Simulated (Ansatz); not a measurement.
# TaSi2: the cost of one run

Computed with Ansatz 0.2.0 (DFT PBEsol, scalar-relativistic, plane waves, PAW, unless a step's input says otherwise).

The COD entry's cell or inner coordinates are ideal or old and differ from later refinements, so a difference from it is no clean test against experiment.

2 further runs of the same task are left out: 2 set aside as unsound or not needed. Runs told in other sessions of the task aren't counted.

**1. The structure to begin with**

Symmetry: P6_222, No. 180, hexagonal system. The conventional cell has a = 4.761 Å, b = 4.761 Å, c = 6.556 Å, α = 90.00°, β = 90.00°, γ = 120.00°. Ta (site symmetry 222) is surrounded by 10 Si at 2.60 to 2.81 Å. Around Si (site symmetry 2) lie 5 Si at 2.55 to 2.81 Å and 5 Ta at 2.60 to 2.81 Å.

Coordinates:

```cif
data_structure
_symmetry_space_group_name_H-M 'P6_222'
_symmetry_Int_Tables_number 180
_cell_length_a 4.7609
_cell_length_b 4.7609
_cell_length_c 6.5558
_cell_angle_alpha 90.000
_cell_angle_beta 90.000
_cell_angle_gamma 120.000
_cell_volume 128.68
loop_
_atom_site_label
_atom_site_type_symbol
_atom_site_symmetry_multiplicity
_atom_site_Wyckoff_symbol
_atom_site_fract_x
_atom_site_fract_y
_atom_site_fract_z
_atom_site_occupancy
Ta1 Ta 3 d 0.50000 0.00000 0.50000 1
Si1 Si 6 j 0.15927 0.31854 0.50000 1
```

It is the result of an earlier relaxation at this level (volume 14.30 Å³/atom; gap on the mesh: none (metal)).

**2. The reference cell**

The reference gives a free energy of -33153.7152 eV, pressure 0.03 GPa, largest force 0.008 eV/Å and gap on the mesh none (metal). It was computed beforehand with the settings of the runs below.

**3. Harmonic modes of this cell**

The input, input.yaml:

```yaml
crystal:
  lattice:
    - [4.7608595319, 0.0, 0.0]
    - [-2.3804297659, 4.1230252985, 0.0]
    - [0.0, 0.0, 6.5557841497]
  atoms:
    - { symbol: Ta, position: [0.5, 0.0, 0.5] }
    - { symbol: Ta, position: [0.5, 0.5, 0.8333333333] }
    - { symbol: Ta, position: [0.0, 0.5, 0.1666666667] }
    - { symbol: Si, position: [0.159267543, 0.318535086, 0.5] }
    - { symbol: Si, position: [0.840732457, 0.159267543, 0.8333333333] }
    - { symbol: Si, position: [0.681464914, 0.840732457, 0.1666666667] }
    - { symbol: Si, position: [0.840732457, 0.681464914, 0.5] }
    - { symbol: Si, position: [0.159267543, 0.840732457, 0.8333333333] }
    - { symbol: Si, position: [0.318535086, 0.159267543, 0.1666666667] }
basis:
  ecutwfc: 420
kpoints:
  mp_grid: { grid: [12, 12, 6] }
hamiltonian:
  xc: pbesol
scf:
  occupations: { method: gaussian, width: 0.15 }
output:
  eigenvalues: true
phonons:
  method: fd
  supercell: [1, 1, 1]
  amplitude: 0.02
  eigenvectors: true
  dielectric: false
```

The run is started by

```console
$ ansatz run input.yaml --threads 2 --pin off --max-ram 5120MiB --backend cpu --events-out ev --progress --plain --runs-dir out
```

**Question.** How long does this run take on 2 threads of Intel Xeon 6975P-C (Granite Rapids), shared host, and how much memory does it need?

About 3.1 min, with a peak of 1.8 GiB.
